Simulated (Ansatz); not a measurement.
## CH₄MgO₂, SMILES C[O][Mg][OH]: vertical spin-state energies, step by step

With the Python package of Ansatz (0.2.0).

Run as a notebook:

**Cell 1**
```python
import ansatz
```

**Cell 2**
```python
GEOMETRY = """
C     0.13350    1.31500   -0.56050
O     1.22850    0.63590   -0.24640
Mg    0.51370   -1.10030    0.45280
O    -0.06670   -2.83080    1.17500
H     0.37670    2.34300   -0.99750
H    -0.53500    1.51750    0.33560
H    -0.47110    0.80530   -1.33070
H    -1.08750   -2.74270    1.11590
"""
```

**Cell 3**
```python
geometry = ansatz.Crystal.molecule()
for line in GEOMETRY.strip().splitlines():
    symbol, *xyz = line.split()
    geometry = geometry.atom(symbol, [float(v) for v in xyz])
```

**Cell 4**
```python
setup = (
    geometry.calculation()
    .basis(gaussian="6-31G*")
    .correlation("mp2")
)
found = {}
for unpaired in [0, 2, 4]:
    r = setup.spin("collinear", total=unpaired).run(threads=1, backend="cpu").report
    s = unpaired / 2
    found[unpaired] = r["free_energy_ev"]
    print(f"2S+1 = {unpaired + 1}: E = {found[unpaired]:.5f} eV, <S^2> = {abs(r['mean_field']['state']['spin_squared']):.3f} (pure state {s * (s + 1):.2f})")
lowest = min(found, key=found.get)
for unpaired, e in found.items():
    print(f"multiplicity {unpaired + 1}: {(e - found[lowest]):.3f} eV above the lowest")
```
Output:
```text
2S+1 = 1: E = -10614.24178 eV, <S^2> = 0.000 (pure state 0.00)
2S+1 = 3: E = -10610.02253 eV, <S^2> = 2.013 (pure state 2.00)
2S+1 = 5: E = -10605.36308 eV, <S^2> = 6.017 (pure state 6.00)
multiplicity 1: 0.000 eV above the lowest
multiplicity 3: 4.219 eV above the lowest
multiplicity 5: 8.879 eV above the lowest
```

In order: multiplicity 1 (+0.00 eV), multiplicity 3 (+4.22 eV) and multiplicity 5 (+8.88 eV), all at the one geometry.

Total energies depend on the basis set; only differences at equal settings carry meaning. The geometry is a force-field or estimated start, not a minimum of this method, and the basis set is short of its limit. All parts are taken at fixed geometry, without zero-point energy. S² is that of the Hartree-Fock reference. It ran for 17 s on 1 thread of Arm Neoverse V2, on a shared host, peak memory 0.2 GiB.

(Lines on the test bed's own set-up are left out of the output.)
